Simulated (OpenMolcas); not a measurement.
# AlGeNH4O (SMILES [NH2][GeH]1[O][AlH]1) at 6 levels

Wanted: a comparison of 6 runs (B3LYP/6-31G*, BHLYP/6-31G*, BLYP/6-31G*, M06-L/6-31G*, SVWN5/6-31G*, MP2/6-31G*) of AlGeNH4O. 

The results are computed with OpenMolcas 26.06.

## Step 1: The system as given

The species is AlGeNH4O (8 atoms), meant as a singlet with charge 0. As SMILES, `[NH2][GeH]1[O][AlH]1`. The N1–H5 distance was set to 1.514 Å, away from the relaxed value. At this shape a bond of the SMILES string is far longer than usual.

Bond lengths: N1–Ge2 1.822 Å, Ge2–O3 1.896 Å, Ge2–Al4 2.331 Å, O3–Al4 1.699 Å, N1–H6 1.008 Å, Ge2–H7 1.543 Å, Al4–H8 1.577 Å. Some angles: N1–Ge2–O3 114.7°, N1–Ge2–Al4 126.9°, O3–Ge2–Al4 46.0°, Ge2–O3–Al4 80.7°, Ge2–Al4–O3 53.4°, N1–Ge2–H7 103.9°, O3–Ge2–H7 108.8°, Al4–Ge2–H7 128.4°, Ge2–N1–H6 117.5°, Ge2–Al4–H8 168.5°. A long bond or contact: N1–H5 1.514 Å.

## Step 2: A single-point energy at B3LYP/6-31G(d) (spherical functions) (run 1)

File test.input:

```
* AlGeH4NO Kohn-Sham DFT

&GATEWAY
 BasLib
 $CurrDir
 Coord
 8
 angstrom
 N       -1.169755       0.857386       0.465649
 Ge       0.070045      -0.472914       0.578149
 O        1.008445      -0.819014      -1.032251
 Al       0.262445      -2.329914      -0.817851
 H       -0.662600       2.276400       0.611900
 H       -1.851155       0.798186      -0.274851
 H        1.068845       0.038886       1.636649
 H        0.182645      -3.717114      -1.564351
 Basis
 6-31Gs
 Group
 NoSym

&SEWARD
 GridInput
 Grid=UltraFine
 End of Grid

&SCF
 KSDFT
 B3LYP
 Thresholds
 1e-10 1e-07 1e-07 1e-05
 PrOrbitals
 1 2
```

The basis set 6-31G* is read from a file made from the Basis Set Exchange's data (not shown).

Command:

```bash
export MOLCAS_MEM=1860
pymolcas test.input > test.log
```

The program printed:

```text
--- Start Module: gateway ---
[...]
--- Stop Module: gateway /rc=_RC_ALL_IS_WELL_ ---
--- Start Module: seward ---
[...]
      Basis functions           86
--- Stop Module: seward /rc=_RC_ALL_IS_WELL_ ---
[...]
--- Start Module: scf ---
[...]
       Convergence after  17 Iterations
[...]
::    Total KS-DFT energy                           -2451.5137631593
[...]
      Total spin, S                                     0.0000000000
[...]
      Total electronic charge=   64.000000
      Total            charge=   -0.000000
[...]
      Dipole Moment (debye):
      Origin of the operator (angstrom)=    0.0796   -0.7376    0.0822
                   X= -9.9200E-01               Y= -1.0787E+00               Z= -1.9419E-01           Total=  1.4783E+00
      Quadrupole Moment (debye*angstrom):
[...]
--- Stop Module: scf /rc=_RC_ALL_IS_WELL_ ---
[...]
```

It took 34 s on 1 thread of AMD EPYC 7R43 (Zen 3), shared host; peak memory 0.47 GiB.

## Step 3: A single-point energy at BHLYP/6-31G(d) (spherical functions) (run 2)

File mol.input:

```
* AlGeH4NO Kohn-Sham DFT

&gateway
  baslib
  $CurrDir
  coord
  8
  angstrom
  N       -1.169755       0.857386       0.465649
  Ge       0.070045      -0.472914       0.578149
  O        1.008445      -0.819014      -1.032251
  Al       0.262445      -2.329914      -0.817851
  H       -0.662600       2.276400       0.611900
  H       -1.851155       0.798186      -0.274851
  H        1.068845       0.038886       1.636649
  H        0.182645      -3.717114      -1.564351
  basis
  6-31Gs
  group
  NoSym

&seward
  gridinput
  Grid=UltraFine
  End of Grid

&scf
  ksdft
  HYB_GGA_XC_BHANDHLYP
  thresholds
  1e-10 1e-07 1e-07 1e-05
  prorbitals
  1 2
```

The basis set 6-31G* is read from a file made from the Basis Set Exchange's data (not shown).

Command:

```bash
export MOLCAS_MEM=1860
pymolcas mol.input > mol.log
```

The program printed:

```text
--- Start Module: gateway ---
[...]
--- Stop Module: gateway /rc=_RC_ALL_IS_WELL_ ---
--- Start Module: seward ---
[...]
      Basis functions           86
--- Stop Module: seward /rc=_RC_ALL_IS_WELL_ ---
[...]
--- Start Module: scf ---
[...]
       Convergence after  19 Iterations
[...]
::    Total KS-DFT energy                           -2451.3432444460
[...]
      Total spin, S                                     0.0000000000
[...]
      Total electronic charge=   64.000000
      Total            charge=   -0.000000
[...]
      Dipole Moment (debye):
      Origin of the operator (angstrom)=    0.0796   -0.7376    0.0822
                   X= -1.0708E+00               Y= -1.2675E+00               Z= -8.2648E-02           Total=  1.6613E+00
      Quadrupole Moment (debye*angstrom):
[...]
--- Stop Module: scf /rc=_RC_ALL_IS_WELL_ ---
[...]
```

It took 38 s on 1 thread of AMD EPYC 7R43 (Zen 3), shared host; peak memory 0.47 GiB.

Runs 3 to 4 aren't shown in full; the table further down has their settings and results.

## Step 4: The energy at SVWN5/6-31G(d) (spherical functions) (run 5)

File run.inp:

```
* AlGeH4NO Kohn-Sham DFT
>>> EXPORT MOLCAS_PRINT=2

&gateway
  baslib
  $CurrDir
  coord
  8
  bohr
  N     -2.21051658     1.62022472     0.87994908
  Ge     0.13236587    -0.89367794     1.09254327
  O      1.90568486    -1.54771215    -1.95067168
  Al     0.49594917    -4.40289935    -1.54551440
  H     -1.25213253     4.30177255     1.15632342
  H     -3.49817596     1.50835294    -0.51939312
  H      2.01982432     0.07348389     3.09281837
  H      0.34514903    -7.02432743    -2.95619495
  basis
  6-31Gs
  group
  NoSym

&seward
  gridinput
  Grid=UltraFine
  End of Grid

&scf
  ksdft
  SVWN5
  thresholds
  1e-10 1e-07 1e-07 1e-05
  prorbitals
  1
```

The basis set 6-31G* is read from a file made from the Basis Set Exchange's data (not shown).

Command:

```bash
export MOLCAS_MEM=1860
pymolcas run.inp > run.log
```

The program printed:

```text
--- Start Module: gateway ---
[...]
--- Stop Module: gateway /rc=_RC_ALL_IS_WELL_ ---
--- Start Module: seward ---
[...]
      Basis functions           86
--- Stop Module: seward /rc=_RC_ALL_IS_WELL_ ---
[...]
--- Start Module: scf ---
[...]
       Convergence after  19 Iterations
[...]
::    Total KS-DFT energy                           -2446.2574172997
[...]
      Total spin, S                                     0.0000000000
[...]
      Total electronic charge=   64.000000
      Total            charge=   -0.000000
[...]
      Dipole Moment (debye):
      Origin of the operator (angstrom)=    0.0796   -0.7376    0.0822
                   X= -9.1648E-01               Y= -6.7619E-01               Z= -3.0378E-01           Total=  1.1788E+00
      Quadrupole Moment (debye*angstrom):
[...]
--- Stop Module: scf /rc=_RC_ALL_IS_WELL_ ---
[...]
```

It took 28 s on 1 thread of AMD EPYC 7R43 (Zen 3), shared host; peak memory 0.47 GiB.

## Step 5: A single-point energy at MP2/6-31G(d) (spherical functions) (run 6)

File job.inp:

```
&gateway
  baslib
  $CurrDir
  basisset
  N.6-31Gs....
  N1 -1.169755 0.857386 0.465649 angstrom
  End of Basis
  basisset
  Ge.6-31Gs....
  Ge2 0.070045 -0.472914 0.578149 angstrom
  End of Basis
  basisset
  O.6-31Gs....
  O3 1.008445 -0.819014 -1.032251 angstrom
  End of Basis
  basisset
  Al.6-31Gs....
  Al4 0.262445 -2.329914 -0.817851 angstrom
  End of Basis
  basisset
  H.6-31Gs....
  H5 -0.662600 2.276400 0.611900 angstrom
  H6 -1.851155 0.798186 -0.274851 angstrom
  H7 1.068845 0.038886 1.636649 angstrom
  H8 0.182645 -3.717114 -1.564351 angstrom
  End of Basis

&seward

&scf
  thresholds
  1e-10 1e-07 1e-07 1e-05
  prorbitals
  1 2

&mbpt2
  frozen
  16
```

The basis set 6-31G* is read from a file made from the Basis Set Exchange's data (not shown).

Command:

```bash
export MOLCAS_MEM=1860
pymolcas job.inp > job.log
```

The program printed:

```text
--- Start Module: gateway ---
[...]
--- Stop Module: gateway /rc=_RC_ALL_IS_WELL_ ---
[...]
      Basis functions           86
[...]
--- Start Module: scf ---
[...]
       Convergence after  17 Iterations
[...]
::    Total SCF energy                              -2448.5299233055
[...]
      Total spin, S                                     0.0000000000
[...]
      Total electronic charge=   64.000000
      Total            charge=   -0.000000
[...]
      Dipole Moment (debye):
      Origin of the operator (angstrom)=    0.0796   -0.7376    0.0822
                   X= -1.1742E+00               Y= -1.5057E+00               Z=  2.6964E-02           Total=  1.9096E+00
      Quadrupole Moment (debye*angstrom):
[...]
--- Stop Module: scf /rc=_RC_ALL_IS_WELL_ ---
[...]
--- Start Module: mbpt2 ---
[...]
WARNING!
Default frozen orbitals as non valence orbitals is overwritten by user input.
Default values:  18
[...]
       Reference weight ( Cref**2 )         =        0.82191
::    Total MBPT2 energy                            -2449.1961682190
[...]
      Total MBPT2 calculations                           0.34      0.40
--- Stop Module: mbpt2 /rc=_RC_ALL_IS_WELL_ ---
[...]
```

Run time: 11 s. Hardware: 1 thread of AMD EPYC 7R43 (Zen 3), shared host; peak memory 0.47 GiB.

## Step 6: The series

```
run                               level  integration grid  frozen core orbitals   energy (Eh)  dipole moment (D) of the reference  HOMO energy (eV)  LUMO energy (eV)  wall time
  1  B3LYP/6-31G* (spherical functions)         UltraFine                     –  -2451.513763                                1.48             -6.04             -1.72       34 s
  2  BHLYP/6-31G* (spherical functions)         UltraFine                     –  -2451.343244                                1.66             -7.17             -0.64       38 s
  3   BLYP/6-31G* (spherical functions)         UltraFine                     –  -2451.480043                                1.37             -5.02             -2.24       37 s
  4  M06-L/6-31G* (spherical functions)         UltraFine                     –  -2451.370478                                1.49             -5.25             -2.00       44 s
  5  SVWN5/6-31G* (spherical functions)         UltraFine                     –  -2446.257417                                1.18             -5.24             -2.44       28 s
  6    MP2/6-31G* (spherical functions)                 –                    16  -2449.196168                                1.91             -8.62              1.30       11 s
```

## Step 7: Outcome

| quantity | value |
| --- | --- |
| run 6: total energy | -2449.19617 Eh |
| run 6: dipole moment (mean-field density) | 1.91 D |
| run 6: HOMO energy (Hartree–Fock orbitals) | -8.62 eV |
| run 6: LUMO energy (Hartree–Fock orbitals) | 1.30 eV |
| run 6: HOMO–LUMO gap (Hartree–Fock orbitals) | 9.92 eV |
| run 6: correlation energy (16 core orbitals frozen) | -666.2 mEh |

What this shows: Over runs 1, 2, 3, 4, 5 the dipole moment (its size) runs from 1.18 D (SVWN5/6-31G*) to 1.66 D (BHLYP/6-31G*). Over runs 1, 2, 3, 4, 5 the HOMO–LUMO gap runs from 2.78 eV (BLYP/6-31G*) to 6.53 eV (BHLYP/6-31G*). Totals of different functionals can't be ranked against each other. All runs together took 3.2 min, the longest 44 s.
